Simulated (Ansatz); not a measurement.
# CH₂BFN₂: one species, many methods

Aim: compute CH₂BFN₂ with functionals from several rungs and with coupled cluster. The yardstick is the atomisation energy at the CCSD(T) limit.

Method: functionals in def2-TZVPP, the program's frozen cores in correlated methods; program: Ansatz 0.2.0, Gaussian basis.

Levels to be run: LDA (SPW92), PBE-D4, revPBE-D4, BLYP-D4, r2SCAN-D4, B97M-V, PBE0-D4, B3LYP-D4, r2SCANh-D4, r2SCAN0-D4, HSE06-D4, BHLYP-D4, CAM-B3LYP-D4, LC-ωPBE, ωB97X-V, ωB97M-V, B2PLYP, PBE-QIDH; CCSD(T)/def2-SVP; CCSD(T)/def2-TZVPP; MP2/def2-QZVPP; extrapolation to the limit; RPA on PBE.

### Step 1. The geometry

The geometry comes from an earlier relaxation with PBE0-D4 in a triple-zeta def2 set; it is a stationary point, not always the lowest conformer.

7 atoms, charge 0, spin multiplicity 1.

Atoms are counted from 1 here; the program's logs count them from 0.

Bond lengths: F1–B2 1.304 Å, B2–N3 1.477 Å, B2–N5 1.480 Å, N3–C4 1.291 Å, C4–N5 1.414 Å, C4–H6 1.092 Å, N5–H7 1.011 Å. Angles: F1–B2–N3 133.6°, F1–B2–N5 131.1°, N3–B2–N5 94.7°, B2–N3–C4 79.9°, N3–C4–N5 107.0°, N3–C4–H6 128.7°, N5–C4–H6 124.4°, B2–N5–C4 76.0°, B2–N5–H7 128.6°, C4–N5–H7 121.7°.

### Step 2. LDA

This LDA is Slater exchange with PW92 correlation.

The input, in.yaml:

```yaml
crystal:
  periodic: [false, false, false]
  atoms:
    - {symbol: F, position_ang: [0.939417, -1.815642, -0.882312]}
    - {symbol: B, position_ang: [0.234528, -0.915532, -0.254549]}
    - {symbol: N, position_ang: [-0.102733, -0.696093, 1.166982]}
    - {symbol: C, position_ang: [-0.321218, 0.486364, 0.697016]}
    - {symbol: N, position_ang: [-0.324240, 0.376211, -0.713102]}
    - {symbol: H, position_ang: [-0.471465, 1.420632, 1.242564]}
    - {symbol: H, position_ang: [0.106814, 1.076059, -1.302201]}
basis:
  gaussian: {orbitals: def2-TZVPP}
hamiltonian: {xc: lda}
output: {orbitals: {seedname: orbitals}}
```

The run is started by

```console
$ ansatz run in.yaml --threads 2 --pin off --events-out ev --progress --plain --max-ram 4352MiB
```

Further steps of the session: PBE-D4 (GGA); revPBE-D4 (GGA); BLYP-D4 (GGA); r2SCAN-D4 (meta-GGA); B97M-V (meta-GGA); B3LYP-D4 (hybrid); r2SCANh-D4 (hybrid); r2SCAN0-D4 (hybrid); HSE06-D4 (hybrid); BHLYP-D4 (hybrid); CAM-B3LYP-D4 (range-separated); LC-ωPBE (range-separated); ωB97X-V (range-separated); ωB97M-V (range-separated); B2PLYP (double hybrid); PBE-QIDH (double hybrid); CCSD(T) in def2-SVP; CCSD(T) in def2-TZVPP; MP2 in def2-QZVPP; RPA on PBE orbitals.

Q: Predict the results of all the runs planned. Wanted: atomisation energy, CCSD(T)/CBS; farthest beyond LDA; mean size of error, GGA; mean size of error, meta-GGA; mean size of error, hybrid; mean size of error, range-separated; mean size of error, double hybrid; gap, smallest and largest; T1 diagnostic.

As calculated:

```
                               quantity                                      value
        atomisation energy, CCSD(T)/CBS                             725.9 kcal/mol
functionals within 3.6 kcal/mol (0.5 %)               r2SCANh-D4, B2PLYP, PBE-QIDH
                    farthest beyond LDA                    PBE-D4 (+42.1 kcal/mol)
                mean size of error, GGA                              24.6 kcal/mol
           mean size of error, meta-GGA                               7.9 kcal/mol
             mean size of error, hybrid                              13.5 kcal/mol
    mean size of error, range-separated                              10.8 kcal/mol
      mean size of error, double hybrid                               0.8 kcal/mol
              gap, smallest and largest  3.92 eV (LDA (SPW92)), 11.62 eV (LC-ωPBE)
                          T1 diagnostic                                     0.0149
triples share of the correlation energy                                      4.2 %
```

**Reading.** LDA overbinds by 143.0 kcal/mol (20 %). PBE-D4 is off by +42.1 kcal/mol. Double hybrids carry the basis error of their MP2 part in triple zeta, and no dispersion term here, so their miss is partly the set-up's. Taken by rung, double hybrid functionals do best (0.8 kcal/mol on average) and GGA ones worst beyond LDA (24.6 kcal/mol). Misses under about 3.6 kcal/mol are within the doubt on the reference itself, which lacks core-valence correlation, relativity and higher excitations. Hartree-Fock recovers 67 % of the binding; the rest is correlation. CCSD(T) in def2-SVP is off by -40.7 kcal/mol, so the small basis spoils what the method gains. The gap grows from 3.9 to 11.6 eV across the functionals, mostly with the share of exact exchange.
